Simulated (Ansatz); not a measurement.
**Si₃Ge₃H₁₄: relaxing the structure**

The task is to find a stationary geometry of Si₃Ge₃H₁₄.

Program: Ansatz 0.2.0, Gaussian basis. Level of theory: RKS PBE0-D4/def2-TZVP. These are calculated values, not measurements.

Plan: relaxation at PBE0-D4/def2-TZVP.

1 further run of the same task is left out (set aside as unsound or not needed).

### 1 The starting structure

20 atoms, charge 0, spin multiplicity 1.

Atoms are counted from 1 here; the program's logs count them from 0.

Bond lengths: Si1–Si2 2.320 Å, Si1–H7 1.471 Å, Si1–H8 1.467 Å, Si1–H9 1.464 Å, Si2–Ge3 2.356 Å, Si2–H10 1.469 Å, Si2–H11 1.471 Å, Ge3–Ge4 2.400 Å, Ge3–H12 1.522 Å, Ge3–H13 1.519 Å, Ge4–Ge5 2.398 Å, Ge4–H14 1.520 Å, Ge4–H15 1.519 Å, Ge5–Si6 2.342 Å, Ge5–H16 1.519 Å, Ge5–H17 1.520 Å, Si6–H18 1.464 Å, Si6–H19 1.462 Å and more. Angles: Si2–Si1–H7 111.1°, Si2–Si1–H8 111.9°, Si2–Si1–H9 113.0°, H7–Si1–H8 106.4°, H7–Si1–H9 107.2°, H8–Si1–H9 106.9°, Si1–Si2–Ge3 110.3°, Si1–Si2–H10 113.1°, Si1–Si2–H11 112.3°, Ge3–Si2–H10 108.4°, Ge3–Si2–H11 107.4°, H10–Si2–H11 105.1°, Si2–Ge3–Ge4 118.7°, Si2–Ge3–H12 109.5°, Si2–Ge3–H13 114.6°, Ge4–Ge3–H12 104.9°, Ge4–Ge3–H13 107.8°, H12–Ge3–H13 99.2° and more.

Geometry (Å):

```xyz
20
charge 0, multiplicity 1
Si   -2.1020    1.6928    0.4313
Si   -1.6130    0.3724    2.2757
Ge    0.5840   -0.4636    2.1216
Ge    1.1178   -1.9796    0.3387
Ge    0.6914   -1.2163   -1.8946
Si    1.4203    0.9092   -2.5531
H    -1.7355    1.0121   -0.8203
H    -1.3565    2.9557    0.4500
H    -3.5218    2.0372    0.3358
H    -1.7472    1.0905    3.5502
H    -2.5154   -0.7832    2.3904
H     1.5568    0.6947    1.9538
H     1.1278   -1.0540    3.4113
H     0.4030   -3.3017    0.5661
H     2.5646   -2.4304    0.4508
H     1.1852   -2.2970   -2.8404
H    -0.8061   -1.3667   -2.1084
H     2.8536    0.8874   -2.8499
H     0.7038    1.3723   -3.7407
H     1.1894    1.8683   -1.4683
```

The start is a GFN2-xTB geometry.

### 2 Optimising with PBE0-D4/def2-TZVP

in.yaml reads:

```yaml
crystal:
  periodic: [false, false, false]
  atoms:
    - {symbol: Si, position_ang: [-2.102040, 1.692840, 0.431340]}
    - {symbol: Si, position_ang: [-1.612980, 0.372390, 2.275650]}
    - {symbol: Ge, position_ang: [0.584030, -0.463600, 2.121550]}
    - {symbol: Ge, position_ang: [1.117820, -1.979600, 0.338670]}
    - {symbol: Ge, position_ang: [0.691390, -1.216330, -1.894640]}
    - {symbol: Si, position_ang: [1.420270, 0.909230, -2.553080]}
    - {symbol: H, position_ang: [-1.735550, 1.012090, -0.820300]}
    - {symbol: H, position_ang: [-1.356460, 2.955710, 0.450030]}
    - {symbol: H, position_ang: [-3.521790, 2.037170, 0.335790]}
    - {symbol: H, position_ang: [-1.747240, 1.090550, 3.550220]}
    - {symbol: H, position_ang: [-2.515390, -0.783220, 2.390410]}
    - {symbol: H, position_ang: [1.556760, 0.694720, 1.953790]}
    - {symbol: H, position_ang: [1.127780, -1.054050, 3.411290]}
    - {symbol: H, position_ang: [0.402980, -3.301690, 0.566100]}
    - {symbol: H, position_ang: [2.564550, -2.430410, 0.450800]}
    - {symbol: H, position_ang: [1.185170, -2.297010, -2.840420]}
    - {symbol: H, position_ang: [-0.806090, -1.366730, -2.108360]}
    - {symbol: H, position_ang: [2.853640, 0.887410, -2.849860]}
    - {symbol: H, position_ang: [0.703770, 1.372260, -3.740750]}
    - {symbol: H, position_ang: [1.189370, 1.868270, -1.468250]}
basis:
  gaussian: {orbitals: def2-TZVP}
hamiltonian: {xc: pbe0, dispersion: d4}
relax: {f_tol: 0.005, max_steps: 150}
```

Q: Predict the results of all the runs planned. Wanted: point group; shift from the start; total energy; dispersion term; dipole moment.

**Answer**, as computed:

| quantity | value |
| --- | --- |
| point group | C1 |
| steps | 26 |
| shift from the start (rms) | 0.331 Å |
| total energy | -193386.1283 eV |
| dispersion term | -592 meV |
| dipole moment | 0.07 D |

**Reading.** The relaxed geometry lies 0.33 Å (rms) from the start; the bond that changed most is Ge5–Si6, from 2.342 to 2.379 Å. No vibrations were run, so it is not proven to be a minimum.
